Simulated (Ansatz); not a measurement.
# SrMg: energy and pressure over a range of volumes

One table from this session's results is given with a row withheld; the runs are named, their logs left out.

Computed with Ansatz 0.2.0 (DFT LDA, scalar-relativistic, unless a step's input says otherwise).

### Starting point

The structure is cubic, space group Pm-3m (No. 221). Conventional cell: a = 3.900 Å, b = 3.900 Å, c = 3.900 Å, α = 90.00°, β = 90.00°, γ = 90.00°. Sr (site symmetry m-3m) has 8 Mg at 3.38 Å as nearest neighbours. Mg (site symmetry m-3m) is surrounded by 8 Sr at 3.38 Å.

As a file:

```cif
data_structure
_symmetry_space_group_name_H-M 'Pm-3m'
_symmetry_Int_Tables_number 221
_cell_length_a 3.9000
_cell_length_b 3.9000
_cell_length_c 3.9000
_cell_angle_alpha 90.000
_cell_angle_beta 90.000
_cell_angle_gamma 90.000
_cell_volume 59.32
loop_
_atom_site_label
_atom_site_type_symbol
_atom_site_symmetry_multiplicity
_atom_site_Wyckoff_symbol
_atom_site_fract_x
_atom_site_fract_y
_atom_site_fract_z
_atom_site_occupancy
Sr1 Sr 1 b 0.50000 0.50000 0.50000 1
Mg1 Mg 1 a 0.00000 0.00000 0.00000 1
```

The file gives the conventional cell by its symmetry; the runs use the cell typed in the input.

Atoms are numbered in the order of the input: Sr1, Mg2.

The first run:

Input file input.yaml:

```yaml
crystal:
  lattice:
    - [3.847290836, 0.0, 0.0]
    - [0.0, 3.847290836, 0.0]
    - [0.0, 0.0, 3.847290836]
  atoms:
    - { symbol: Sr, position: [0.5, 0.5, 0.5] }
    - { symbol: Mg, position: [0.0, 0.0, 0.0] }
kpoints:
  mp_grid: { grid: [9, 9, 9] }
  band_path:
    path:
      - [0.0, 0.0, 0.0]
      - [0.0, 0.5, 0.0]
      - [0.5, 0.5, 0.0]
      - [0.0, 0.0, 0.0]
      - [0.5, 0.5, 0.5]
      - [0.0, 0.5, 0.0]
      - [0.5, 0.5, 0.5]
      - [0.5, 0.5, 0.0]
    npoints: 5
scf:
  occupations: { method: fermi_dirac, width: 0.05 }
hamiltonian:
  xc: lda
  pseudopotentials: { kind: all_electron, lapw: { basis_error: 0.0005 } }
output:
  forces: true
  stress: true
  eigenvalues: true
```

Command:

```
ansatz run input.yaml --threads 1 --pin off --max-ram 3072MiB --backend cpu --events-out ev --progress --plain --runs-dir out
```

Among the steps run: Volume × 0.96, LAPW; Volume × 0.96, PAW; Volume × 0.96, crystal datasets; Volume × 0.99, LAPW; Volume × 0.99, PAW; Volume × 0.99, crystal datasets; Volume × 1.02, LAPW; Volume × 1.02, PAW; Volume × 1.02, crystal datasets; Volume × 1.06, LAPW; Volume × 1.06, PAW; Volume × 1.06, crystal datasets.

One table of the session follows, with a row left open; its other results are not shown here.

It belongs to the step «The equation of state». 

| method | volume (Å³/atom) | pressure (GPa) |
| --- | --- | --- |
| LAPW | 28.473 | 4.97 |
| LAPW | 29.363 | 3.79 |
| LAPW | 30.253 | 2.76 |
| LAPW | 31.439 | 1.59 |
| PAW | 28.473 | 4.96 |
| PAW | 29.363 | ? |
| PAW | 30.253 | 2.76 |
| PAW | 31.439 | 1.58 |
| crystal datasets | 28.473 | 4.96 |
| crystal datasets | 29.363 | 3.79 |
| crystal datasets | 30.253 | 2.76 |
| crystal datasets | 31.439 | 1.59 |

**Question.** Estimate the row for PAW, 29.363.

**Answer.** pressure (GPa): 3.78. In the column «pressure (GPa)» it lies between crystal datasets, 30.253 (2.76) and LAPW, 29.363 (3.79).

Limits of these values: Warnings in the runs' records: gradients without spin orbit, crystal datasets made.
